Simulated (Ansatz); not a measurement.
Write a Python script for the Python package of Ansatz (0.2.0) that makes a projected density of states of C, space group Cmme. Use: LDA, PAW, cutoff 558 eV, 12×12×4 k-points, Fermi-Dirac smearing of 0.1 eV.

```
C
1.0
     1.22805   -2.12706    0.00000
     1.22805    2.12706    0.00000
     0.00000    0.00000    7.17327
C
4
Direct
  0.08338 0.91662 0.75314
  0.58338 0.41662 0.24686
  0.91662 0.08338 0.24686
  0.41662 0.58338 0.75314
```

Script `run_pdos.py`:
```python
"""Which atoms and shells make the states of C."""

import ansatz
import numpy as np


def main() -> None:
    lattice = ansatz.Lattice.of(
        (1.228048, -2.127062, 0.0),
        (1.228048, 2.127062, 0.0),
        (0.0, 0.0, 7.173268),
    )
    sites = [
        ("C", (0.083379, 0.916621, 0.753138)),
        ("C", (0.583379, 0.416621, 0.246862)),
        ("C", (0.916621, 0.083379, 0.246862)),
        ("C", (0.416621, 0.583379, 0.753138)),
    ]
    system = ansatz.Crystal(lattice=lattice)
    for symbol, position in sites:
        system = system.atom(symbol, position)

    calc = (
        system.calculation()
        .kpoints(12, 12, 4)
        .occupations(ansatz.OccupationsMethod.FERMI_DIRAC, width=0.1)
        .functional("lda")
        .basis(41 * ansatz.Ry)
        .scf(extra_bands=14)
        .density_of_states(projected=True, energy_step=0.05)
    )
    def show(event):
        row = event["data"]
        if event["event"] == "scf_iter" and row.get("harris_foulkes_ev") is not None:
            print(f"  iteration {row['iter']:3d}  Harris-Foulkes {row['harris_foulkes_ev']:.5f} eV  residual {row['dr2_ev']:.2e}")


    done = calc.session().plan().execute(on_event=show)
    rep = done.report

    dos = done.density_of_states()
    energy = np.asarray(dos.energies_ev) - dos.fermi_ev
    curves = {}
    for site in done.projected_density_of_states().sites:
        for shell in site.shells:
            weight = sum(np.sum(curve.g_bin_mean_per_ev, axis=0) for curve in shell.curves)
            name = f"{site.species} {shell.label}"
            curves[name] = curves.get(name, 0) + weight

    step = energy[1] - energy[0]
    windows = [(-10, -5), (-5, 0), (0, 4)]
    print("states by shell in windows of E - E_F (eV):", windows)
    for name, g in curves.items():
        print(f"{name:8s}", " ".join(f"{step * g[(energy >= a) & (energy < b)].sum():8.3f}" for a, b in windows))
    filled = (energy < 0) & (energy > -10)
    for name, g in curves.items():
        if g[filled].sum() * step > 0.5:
            print(f"centre of {name}: {np.average(energy[filled], weights=g[filled]):.2f} eV")


if __name__ == "__main__":
    main()
```

Running `python run_pdos.py` prints:
```text
  iteration   1  Harris-Foulkes -971.92480 eV  residual 4.92e-03
  iteration   2  Harris-Foulkes -971.92468 eV  residual 1.72e-03
  iteration   3  Harris-Foulkes -971.92419 eV  residual 1.84e-05
  iteration   4  Harris-Foulkes -971.92420 eV  residual 1.03e-05
  iteration   5  Harris-Foulkes -971.92419 eV  residual 5.91e-07
  iteration   6  Harris-Foulkes -971.92419 eV  residual 5.27e-08
states by shell in windows of E - E_F (eV): [(-10, -5), (-5, 0), (0, 4)]
C 2S        0.490    0.026    0.000
C 2P        5.627    3.740    1.896
centre of C 2S: -7.88 eV
centre of C 2P: -5.59 eV
```

Notes:
- Total energies depend on the potentials; only differences at equal settings carry meaning. A total without «per atom» is that of the whole cell that was run.
- This isn't the structure that C takes at ambient conditions.
- Curves are summed over the cell's atoms. Only shells that the potentials hold have channels, so projections don't add up to the total, least of all where a shell is missing (p of most metals); heights and places of peaks move with the mesh.
- The density of states is complete only as far up as bands were computed.
- A band centre counts only the states inside the window taken.
- It ran for 7.4 s on 1 thread of Arm Neoverse V1, on a shared host, peak memory 0.44 GiB.
